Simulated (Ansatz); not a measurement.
# Rh (Rhodium): relaxation and properties

The task here is to estimate one member of a computed series from the others.

The COD entry's cell or inner coordinates are ideal or old and differ from later refinements, so a difference from it is no clean test against experiment.

Program: Ansatz 0.2.0. Level of theory: DFT r2SCAN, scalar-relativistic, plane waves, PAW. These are calculated values, not measurements.

**The system as given**

The structure is cubic, space group Fm-3m (No. 225). Conventional cell: a = 3.796 Å, b = 3.796 Å, c = 3.796 Å, α = 90.00°, β = 90.00°, γ = 90.00°. Rh (site symmetry m-3m) is surrounded by 12 Rh at 2.68 Å.

Coordinates:

```cif
data_structure
_symmetry_space_group_name_H-M 'P 1'
_symmetry_Int_Tables_number 1
_cell_length_a 2.6840
_cell_length_b 2.6840
_cell_length_c 2.6840
_cell_angle_alpha 60.000
_cell_angle_beta 60.000
_cell_angle_gamma 60.000
_cell_volume 13.67
loop_
_atom_site_label
_atom_site_type_symbol
_atom_site_fract_x
_atom_site_fract_y
_atom_site_fract_z
_atom_site_occupancy
Rh1 Rh 0.00000 0.00000 0.00000 1
```

The structure comes from the Crystallography Open Database.

The first run:

(A quick probe on a coarse mesh, which set the mesh and smearing, is not shown.)

The input, input.yaml:

```yaml
crystal:
  lattice:
    - [0.0, 1.89785, 1.89785]
    - [1.89785, 0.0, 1.89785]
    - [1.89785, 1.89785, 0.0]
  atoms:
    - { symbol: Rh, position: [0.0, 0.0, 0.0] }
basis:
  ecutwfc: 500
kpoints:
  mp_grid: { grid: [18, 18, 18] }
hamiltonian:
  xc: r2scan
scf:
  occupations: { method: gaussian, width: 0.1 }
output:
  forces: true
  stress: true
  eigenvalues: true
  write_density: true
  write_potential: true
  elf: true
  volumetric_format: npy
relax:
  adjacent_minimum: "off"
  f_tol: 0.005
  max_steps: 80
  cell: { stress_tol: 0.05 }
```

Started as:

```bash
ansatz run input.yaml --threads 1 --pin off --max-ram 2560MiB --backend cpu --events-out ev --progress --plain --runs-dir out
```

Among the steps run: Relaxing cell and atoms; Static run: bands, density of states and charges; Point at V/V0 = 0.97; The cell scaled to 1.03 of its volume; Point at V/V0 = 0.94; Point at V/V0 = 1.06.

One of the session's tables, all rows but one given; the rest of the session is left out.

It belongs to the step «Equation of state». 

```
volume (Å³/atom)  energy above the lowest point (meV/atom)  pressure (GPa)
          12.894                                      49.0           20.47
          13.305                                      11.4            9.30
          13.717                                       0.0            0.00
          14.128                                         ?               ?
          14.540                                      39.0          -14.14
```

Q: Estimate the row for volume (Å³/atom) = 14.128 from the others.

Worked estimate for «energy above the lowest point (meV/atom)». A straight line through the neighbours (13.717, 0.0) and (14.540, 39.0) gives 0.0 + (39.0 − 0.0) × (14.128 − 13.717) / (14.540 − 13.717) = 19.5; a parabola fitted to 3 rows on both sides gives 9.2.

The run gave: energy above the lowest point (meV/atom): 10.4; pressure (GPa): -7.73. In «energy above the lowest point (meV/atom)» the line misses by +9.1 and the parabola by -1.2.
